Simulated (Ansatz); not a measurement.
Ba2Tl5V3O12:

```
Ba V Tl O
1.0
     6.54548    0.00000    0.00000
     0.00000    6.54548    0.00000
     0.00000    0.00000   13.57484
Ba V Tl O
2 3 5 12
Cartesian
  3.2727 0.0000 7.6456
  0.0000 3.2727 5.9292
  0.0000 0.0000 6.7874
  0.0000 0.0000 0.0000
  3.2727 3.2727 6.7874
  3.2727 0.0000 0.4045
  0.0000 3.2727 9.3449
  0.0000 3.2727 13.1703
  3.2727 0.0000 4.2299
  3.2727 3.2727 0.0000
  5.3426 5.8159 5.7872
  5.8159 1.2029 7.7876
  0.7296 5.3426 7.7876
  1.2029 0.7296 5.7872
  5.3854 5.6192 12.6653
  5.6192 1.1601 0.9095
  0.9263 5.3854 0.9095
  1.1601 0.9263 12.6653
  4.4721 4.0001 7.7933
  4.0001 2.0734 5.7815
  2.5453 4.4721 5.7815
  2.0734 2.5453 7.7933
```

The cell was built by a generator and needn't be a form met in nature.

Base run:

```yaml
Program: Ansatz 0.2.0
Functional: RPBE
Potentials_or_basis: Ansatz PAW
Cutoff: 420 eV
Density_cutoff: 1680 eV
k_mesh: 4 × 4 × 2
Occupations: fermi-dirac, width 0.05 eV
Spin: collinear spin, ferromagnetic start
Starting_moments: "[0.0, 0.0, 2.0, 2.0, 2.0, 0.0, 0.0, 0.0, 0.0, 0.0, 0.0, 0.0, 0.0, 0.0, 0.0, 0.0, 0.0, 0.0, 0.0, 0.0, 0.0, 0.0] μB"
```

Its results: band gap on the k mesh 0.99 eV, indirect (least direct gap 1.22 eV); pressure 1.8 GPa; net moment 0.00 μB per cell; largest force 0.247 eV/Å.

Question: After a change of settings the same cell gave: band gap on the k mesh 1.25 eV, indirect (least direct gap 1.49 eV); pressure -1.7 GPa; net moment 0.00 μB per cell; largest force 0.434 eV/Å. Which change was it?
A. functional from RPBE to PBE; hubbard terms from none to V d U = 6 eV; hubbard projectors from none to ortho-atomic (the default)
B. functional from RPBE to PBE; potentials or basis from Ansatz PAW to PseudoDojo standard (PBE files); cutoff from 420 eV to 1143 eV; density cutoff from 1680 eV to 4572 eV
C. functional from RPBE to r2SCAN; cutoff from 420 eV to 500 eV; density cutoff from 1680 eV to 2000 eV

Answer: C.

r2SCAN gives the wider gap, since meta-GGAs in the generalised Kohn-Sham scheme recover part of the derivative discontinuity.

Caveats: spin-orbit coupling is left out, which as a rule narrows the gap of such compounds by several tenths of an eV; the PAW data sets come from PBE, with cores solved anew for the run's functional, which leaves a small shift of forces and pressure; the potentials were made for another functional, which shifts forces and pressure (some runs); the magnetic or orbital state may not be the lowest (some runs).

Not every run made on this cell is shown here.
